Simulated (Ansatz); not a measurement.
**SiC3 (ordered alloy on diamond lattice): the dielectric function from several functionals**

How does SiC3 (ordered alloy on diamond lattice) absorb light if electrons and holes don't interact? Plan: HSE06 for the gap; optics with PBE on 8×8×6; optics with r2SCAN on 8×8×6; optics with PBE and scissors to the HSE06 gap on 8×8×6.

Computed with Ansatz 0.2.0 (plane waves, PAW; no local fields, no excitons, unless a step's input says otherwise).

**1. The starting structure**

The structure is tetragonal, space group P-4m2 (No. 115). The conventional cell has a = 2.796 Å, b = 2.796 Å, c = 4.090 Å, α = 90.00°, β = 90.00°, γ = 90.00°. C (site symmetry 2mm) is surrounded by 2 C at 1.65 Å and 2 Si at 1.82 Å. C (site symmetry -4m2) is surrounded by 4 C at 1.65 Å. Si (site symmetry -4m2) is surrounded by 4 C at 1.82 Å.

Structure file:

```cif
data_structure
_symmetry_space_group_name_H-M 'P-4m2'
_symmetry_Int_Tables_number 115
_cell_length_a 2.7964
_cell_length_b 2.7964
_cell_length_c 4.0900
_cell_angle_alpha 90.000
_cell_angle_beta 90.000
_cell_angle_gamma 90.000
_cell_volume 31.98
loop_
_atom_site_label
_atom_site_type_symbol
_atom_site_symmetry_multiplicity
_atom_site_Wyckoff_symbol
_atom_site_fract_x
_atom_site_fract_y
_atom_site_fract_z
_atom_site_occupancy
C1 C 2 g 0.50000 0.00000 0.78627 1
C2 C 1 b 0.50000 0.50000 0.00000 1
Si1 Si 1 d 0.00000 0.00000 0.50000 1
```

The cell was relaxed beforehand with r2SCAN; those runs aren't shown.

**2. The gap to aim at**

File input.yaml:

```yaml
crystal:
  lattice:
    - [2.7964006874, 0.0, 0.0]
    - [0.0, 2.7964006874, 0.0]
    - [0.0, 0.0, 4.0900436006]
  atoms:
    - { symbol: C, position: [0.5, 0.0, 0.7862689761] }
    - { symbol: C, position: [0.5, 0.5, 0.0] }
    - { symbol: C, position: [0.0, 0.5, 0.2137310239] }
    - { symbol: Si, position: [0.0, 0.0, 0.5] }
kpoints:
  mp_grid: { grid: [6, 6, 4] }
  band_path:
    path:
      - [0.0, 0.0, 0.0]
      - [0.0, 0.5, 0.0]
      - [0.5, 0.5, 0.0]
      - [0.0, 0.0, 0.5]
      - [0.0, 0.5, 0.5]
      - [0.5, 0.5, 0.5]
      - [-0.003906, 0.0, 0.0]
      - [0.424479, 0.424479, 0.0]
    npoints: 1
hamiltonian:
  xc: hse06
scf:
  occupations: { method: fixed }
  n_extra_bands: 5
output:
  forces: true
  stress: true
  eigenvalues: true
```

The run is started by

```bash
ansatz run input.yaml --threads 4 --pin off --max-ram 3686MiB --backend cpu --events-out ev --progress --plain --runs-dir out
```

After this run come: Optics, PBE; Optics, r2SCAN; Optics, PBE with a scissors shift.

Q: Predict the results of all the runs planned. Wanted: ε∞, PBE; ε∞, r2SCAN; tallest peak of ε₂, PBE; tallest peak of ε₂, r2SCAN; HSE06 direct gap.

The runs gave:

```
                                  quantity                     value
                                   ε∞, PBE  7.24 (xx, yy), 7.35 (zz)
                                ε∞, r2SCAN  6.75 (xx, yy), 6.86 (zz)
                ε∞, PBE + 1.03 eV scissors  6.53 (xx, yy), 6.61 (zz)
                   tallest peak of ε₂, PBE           16.2 at 7.05 eV
                tallest peak of ε₂, r2SCAN           15.3 at 7.55 eV
tallest peak of ε₂, PBE + 1.03 eV scissors           16.2 at 8.10 eV
                          HSE06 direct gap                   2.89 eV
```

In words: PBE + 1.03 eV scissors has the widest direct gap (2.89 eV) and PBE the narrowest (1.86 eV); ε∞ is 6.56 and 7.27 (mean of the axes): a wider gap screens less. The response is anisotropic: with PBE ε∞ is 7.24 (xx, yy), 7.35 (zz). Local fields and excitons are left out: both change ε∞, and without excitons the onset lacks its lines.
